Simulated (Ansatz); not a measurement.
# SnO2: a tetragonal deformation path

The task here is to estimate one member of a computed series from the others.

Program: Ansatz 0.2.0. Level of theory: DFT LDA, scalar-relativistic, plane waves, PAW. These are calculated values, not measurements.

**The starting structure**

It takes space group I4_1/amd (No. 141, tetragonal). The conventional cell has a = 3.972 Å, b = 3.972 Å, c = 10.180 Å, α = 90.00°, β = 90.00°, γ = 90.00°. Sn (site symmetry -4m2) is surrounded by 6 O at 2.04 to 2.07 Å. O (site symmetry 2mm) is surrounded by 3 Sn at 2.04 to 2.07 Å.

Coordinates:

```cif
data_structure
_symmetry_space_group_name_H-M 'I4_1/amd:1'
_symmetry_Int_Tables_number 141
_cell_length_a 3.9722
_cell_length_b 3.9722
_cell_length_c 10.1803
_cell_angle_alpha 90.000
_cell_angle_beta 90.000
_cell_angle_gamma 90.000
_cell_volume 160.63
loop_
_atom_site_label
_atom_site_type_symbol
_atom_site_symmetry_multiplicity
_atom_site_Wyckoff_symbol
_atom_site_fract_x
_atom_site_fract_y
_atom_site_fract_z
_atom_site_occupancy
Sn1 Sn 4 a 0.00000 0.50000 0.25000 1
O1 O 8 e 0.50000 0.50000 0.29700 1
```

It goes back to an entry of the Materials Project, which need not be the stable form.

This cell was relaxed beforehand with the same method: volume 13.39 Å³/atom, gap on the mesh 1.73 eV.

The first run:

File input.yaml:

```yaml
crystal:
  lattice:
    - [-1.9861130355, 1.9861130355, 5.0901677926]
    - [1.9861130355, -1.9861130355, 5.0901677926]
    - [1.9861130355, 1.9861130355, -5.0901677926]
  atoms:
    - { symbol: Sn, position: [0.75, 0.25, 0.5] }
    - { symbol: Sn, position: [0.0, 0.0, 0.0] }
    - { symbol: O, position: [0.7969975836, 0.7969975836, 0.0] }
    - { symbol: O, position: [0.9530024164, 0.4530024164, 0.5] }
    - { symbol: O, position: [0.2030024164, 0.2030024164, 0.0] }
    - { symbol: O, position: [0.5469975836, 0.0469975836, 0.5] }
basis:
  ecutwfc: 420
kpoints:
  mp_grid: { grid: [10, 10, 10] }
hamiltonian:
  xc: lda
scf:
  occupations: { method: gaussian, width: 0.05 }
output:
  forces: true
  stress: true
  eigenvalues: true
```

Launch:

```console
> ansatz run input.yaml --threads 1 --pin off --max-ram 2560MiB --backend cpu --events-out ev --progress --plain --runs-dir out
```

Steps of the session up to this table: Zero of the scan; Point ρ = 0.850; Point ρ = 1.200; ρ = 0.920; Point ρ = 1.100; Point ρ = 0.960; ρ = 1.050; Point ρ = 0.800; ρ = 1.300.

One table of the session follows, with a row left open; its other results are not shown here.

```
    ρ  ΔE (meV/atom)  pressure (GPa)  gap on the mesh (eV)
0.800          444.0            24.4                  2.95
0.850          212.1            13.6                  2.55
0.920           48.9             4.4                  2.10
0.960           11.0             1.5                  1.89
1.000            0.0             0.0                  1.73
1.050           13.6            -0.5                  1.57
1.100              ?               ?                     ?
1.200          154.9             4.8                  1.49
1.300          286.2            11.5                  1.65
```

Q: Estimate the row for ρ = 1.100 from the others.

Worked estimate for «ΔE (meV/atom)». A straight line through the neighbours (1.050, 13.6) and (1.200, 154.9) gives 13.6 + (154.9 − 13.6) × (1.100 − 1.050) / (1.200 − 1.050) = 60.7; a parabola fitted to 4 rows on both sides gives 53.7.

As computed: ΔE (meV/atom): 48.2; pressure (GPa): 0.4; gap on the mesh (eV): 1.49. In «ΔE (meV/atom)» the line misses by +12.5 and the parabola by +5.5.
